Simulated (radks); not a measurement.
**Numerical settings for Sn**

Aim: see which numerical settings matter for neutral tin. Each run changes a setting or two against a run with the defaults. The defaults are a mesh step of 0.008 in ln r, a mesh end at 40 bohr or more, Anderson mixing 0.5 over 9 steps and a tight residual threshold, with the energy settled to 1e-9 hartree as well; every run has a cap on iterations.

The numbers are computed with radks (a radial shooting solver on a logarithmic mesh, Libxc functionals) version 1 (scalar-relativistic Kohn-Sham, LDA (Slater exchange, Perdew-Wang correlation), spin-polarised, spherical densities, finite nucleus; open shells are filled with parallel spins first), except any that are marked as measured or tabulated.

## Step 1: The atom as given

| Item | Value |
| --- | --- |
| element | tin (Z = 50) |
| charge | 0 |
| electrons | 50 |
| configuration | [Kr] 4d10 5s2 5p2 |
| nuclear rms radius | 4.6519 fm |

The outer shells:

Sn
```
[Kr] core
4d [↑↓][↑↓][↑↓][↑↓][↑↓]
5s [↑↓]
5p [↑ ][↑ ][  ]
```

## Step 2: Default settings

Input:

```text
Z 50
configuration [Kr] 4d10 5s2 5p2
relativity scalar-relativistic
functional lda,pw
spin polarised
nucleus finite rms 4.6519 fm
c 137.035999084
max_iterations 74
```

Command:

```console
$ python run_ks.py task.json out
```

The same process makes all the runs of this session.

## Step 3: Mesh step in ln r 0.2

Changes since step 2:

```diff
@@ -7,2 +7,3 @@
 c 137.035999084
+mesh_step 0.2
 max_iterations 74
```

## Step 4: Mesh step in ln r 0.03

Changes since step 3:

```diff
@@ -7,3 +7,3 @@
 c 137.035999084
-mesh_step 0.2
+mesh_step 0.03
 max_iterations 74
```

## Step 5: Mesh step in ln r 0.05

Changes since step 4:

```diff
@@ -7,3 +7,3 @@
 c 137.035999084
-mesh_step 0.03
+mesh_step 0.05
 max_iterations 74
```

## Step 6: Mesh end (bohr) 5

Changes since step 5:

```diff
@@ -7,3 +7,3 @@
 c 137.035999084
-mesh_step 0.05
+mesh_end 5
 max_iterations 74
```

## Step 7: Mesh end (bohr) 8

Changes since step 6:

```diff
@@ -7,3 +7,3 @@
 c 137.035999084
-mesh_end 5
+mesh_end 8
 max_iterations 74
```

## Step 8: Residual threshold 0.001

Changes since step 7:

```diff
@@ -7,3 +7,3 @@
 c 137.035999084
-mesh_end 8
+threshold 0.001
 max_iterations 74
```

## Step 9: Residual threshold 1e-05

Changes since step 8:

```diff
@@ -7,3 +7,3 @@
 c 137.035999084
-threshold 0.001
+threshold 1e-05
 max_iterations 74
```

## Step 10: Mixing 2.5

Changes since step 9:

```diff
@@ -7,3 +7,3 @@
 c 137.035999084
-threshold 1e-05
+mixing 2.5
 max_iterations 74
```

## Step 11: Mixing history 1, mixing 0.5

Changes since step 10:

```diff
@@ -7,3 +7,4 @@
 c 137.035999084
-mixing 2.5
+history 1
+mixing 0.5
 max_iterations 74
```

## Step 12: Mixing history 1, mixing 0.05

Changes since step 11:

```diff
@@ -8,3 +8,3 @@
 history 1
-mixing 0.5
+mixing 0.05
 max_iterations 74
```

## Step 13: Mixing history 20

Changes since step 12:

```diff
@@ -7,4 +7,3 @@
 c 137.035999084
-history 1
-mixing 0.05
+history 20
 max_iterations 74
```

## Step 14: Iteration cap 3

Changes since step 13:

```diff
@@ -7,3 +7,2 @@
 c 137.035999084
-history 20
-max_iterations 74
+max_iterations 3
```

Q: Predict the outcome of this session. Wanted: for each run, setting; iterations; converged; change of E.

**Answer**, as computed:

```
                      setting  mesh points  iterations  converged  change of E (mhartree)    time
             Default settings         2437          14        yes                       0  0.19 s
        mesh step in ln r 0.2           98           4         no                       -  0.01 s
       mesh step in ln r 0.03          650          14        yes               +0.001666  0.06 s
       mesh step in ln r 0.05          390          14        yes                +0.03233  0.04 s
            mesh end (bohr) 5         1929          14        yes                  +146.5  0.17 s
            mesh end (bohr) 8         1987          14        yes                  +4.757  0.18 s
     residual threshold 0.001         2437           8        yes               -0.001682  0.13 s
     residual threshold 1e-05         2437          11        yes                       0  0.16 s
                   mixing 2.5         2437          15        yes                       0  0.21 s
 mixing history 1, mixing 0.5         2437          30        yes                       0  0.32 s
mixing history 1, mixing 0.05         2437          74         no                       -   0.9 s
            mixing history 20         2437          16        yes                       0  0.21 s
              iteration cap 3         2437           3         no                       -  0.06 s
```

In words: A zero stands for a change under the printed digits. Converged yet off by more than 1 mhartree: mesh end (bohr) 5; mesh end (bohr) 8. Convergence of the cycle says nothing about the mesh. Not converged or rejected: mesh step in ln r 0.2; mixing history 1, mixing 0.05; iteration cap 3. A mesh that ends early acts as a hard wall.
